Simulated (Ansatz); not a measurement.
I need a projected density of states of Nb3AlV3Sn, space group R3. Use Ansatz's Python interface. Level of theory: r2SCAN, PAW, the default cutoff (500 eV here), 5×5×5 k-points, Methfessel-Paxton smearing of 0.05 eV, collinear spin, D3BJATM dispersion.

```cif
data_structure
_symmetry_space_group_name_H-M 'P 1'
_symmetry_Int_Tables_number 1
_cell_length_a 5.0933
_cell_length_b 5.0933
_cell_length_c 5.0933
_cell_angle_alpha 90.133
_cell_angle_beta 90.133
_cell_angle_gamma 90.133
_cell_volume 132.12
loop_
_atom_site_label
_atom_site_type_symbol
_atom_site_fract_x
_atom_site_fract_y
_atom_site_fract_z
_atom_site_occupancy
Al1 Al 0.49632 0.49632 0.49632 1
Nb1 Nb 0.00065 0.50185 0.73600 1
Nb2 Nb 0.50185 0.73600 0.00065 1
Nb3 Nb 0.73600 0.00065 0.50185 1
V1 V 0.99677 0.50288 0.25830 1
V2 V 0.50288 0.25830 0.99677 1
V3 V 0.25830 0.99677 0.50288 1
Sn1 Sn 0.00723 0.00723 0.00723 1
```

Script `pdos_nb3alv3sn.py`:
```python
"""Which atoms and shells make the states of Nb3AlV3Sn."""

import warnings

import ansatz as az
import numpy as np

warnings.simplefilter("ignore", az.DeckWarning)

lattice = az.Lattice.of(
    (3.605637, 2.081715, 2.933783),
    (-3.605637, 2.081715, 2.933783),
    (0.0, -4.163431, 2.933783),
)
sites = [
    ("Al", (0.496324, 0.496324, 0.496324)),
    ("Nb", (0.000647, 0.501852, 0.735999)),
    ("Nb", (0.501852, 0.735999, 0.000647)),
    ("Nb", (0.735999, 0.000647, 0.501852)),
    ("V", (0.996768, 0.50288, 0.258298)),
    ("V", (0.50288, 0.258298, 0.996768)),
    ("V", (0.258298, 0.996768, 0.50288)),
    ("Sn", (0.007233, 0.007233, 0.007233)),
]
cell = az.Crystal(lattice=lattice)
for symbol, position in sites:
    cell = cell.atom(symbol, position)
cell = cell.moments(V=1.0)

calc = (
    cell.calculation()
    .functional("r2scan", dispersion="d3bjatm")
    .kpoints(5, 5, 5)
    .occupations("methfessel_paxton", width=0.05)
    .spin("collinear")  # two spin channels
    .mixing("broyden", beta=0.3)
    .scf(tolerance=1e-06, max_iterations=200)
    .scf(extra_bands=22)
    .density_of_states(projected=True, method="smearing", broadening_width=0.15, energy_step=0.1)  # states per eV and cell
)
out = calc.run()
report = out.report

dos = out.density_of_states()
energy = np.asarray(dos.energies_ev) - dos.fermi_ev
curves = {}
for site in out.projected_density_of_states().sites:
    for shell in site.shells:
        weight = sum(np.sum(curve.g_bin_mean_per_ev, axis=0) for curve in shell.curves)
        name = f"{site.species} {shell.label}"
        curves[name] = curves.get(name, 0) + weight

step = energy[1] - energy[0]
windows = [(-10, -5), (-5, 0), (0, 6)]
print("states by shell in windows of E - E_F (eV):", windows)
for name, g in curves.items():
    print(f"{name:8s}", " ".join(f"{step * g[(energy >= a) & (energy < b)].sum():8.3f}" for a, b in windows))
filled = (energy < 0) & (energy > -10)
for name, g in curves.items():
    if g[filled].sum() * step > 0.5:
        print(f"centre of {name}: {np.average(energy[filled], weights=g[filled]):.2f} eV")
```

```console
$ python pdos_nb3alv3sn.py
states by shell in windows of E - E_F (eV): [(-10, -5), (-5, 0), (0, 6)]
Al 3S       0.701    0.232    0.340
Al 3P       0.069    2.298    1.289
Nb 4S       0.056    0.101    0.023
Nb 5S       0.691    1.129    0.560
Nb 4P       0.052    0.207    0.052
Nb 4D       0.554   12.786   14.487
V 3S        0.013    0.031    0.007
V 4S        0.507    0.975    0.808
V 3P        0.027    0.129    0.032
V 3D        0.208   11.444   17.323
Sn 5S       1.123    0.110    0.526
Sn 5P       0.141    2.787    1.237
Sn 4D       0.000    0.022    0.016
centre of Al 3S: -5.58 eV
centre of Al 3P: -2.64 eV
centre of Nb 5S: -4.69 eV
centre of Nb 4D: -2.12 eV
centre of V 4S: -4.54 eV
centre of V 3D: -1.68 eV
centre of Sn 5S: -8.08 eV
centre of Sn 5P: -3.28 eV
```

Notes:
- The settings weren't tested for convergence.
- Other magnetic orders than the one started from may lie lower.
- Dispersion corrections can be off by several per cent in the lattices of metals, and by several GPa in the pressure at a fixed cell.
- For a metal this k-point mesh is coarse: on a finer one energies can move by several to tens of meV an atom and pressures by half a GPa or more, differences at one mesh by less.
- r2SCAN tends to overestimate the moments of itinerant magnets.
- The structure comes from a database of computed cells and needn't be a stable or known phase.
- Curves are summed over the cell's atoms. Only shells that the potentials hold have channels, so projections don't add up to the total, least of all where a shell is missing (p of most metals); heights and places of peaks move with the mesh.
- The computed bands are complete only to about 7.2 eV above the Fermi level; beyond that the density of states is undercounted.
- A band centre counts only the states inside the window taken.
- Wall time of the script: 6.5 min on 1 thread of Arm Neoverse N1, with other jobs on the host, peak memory 1 GiB.
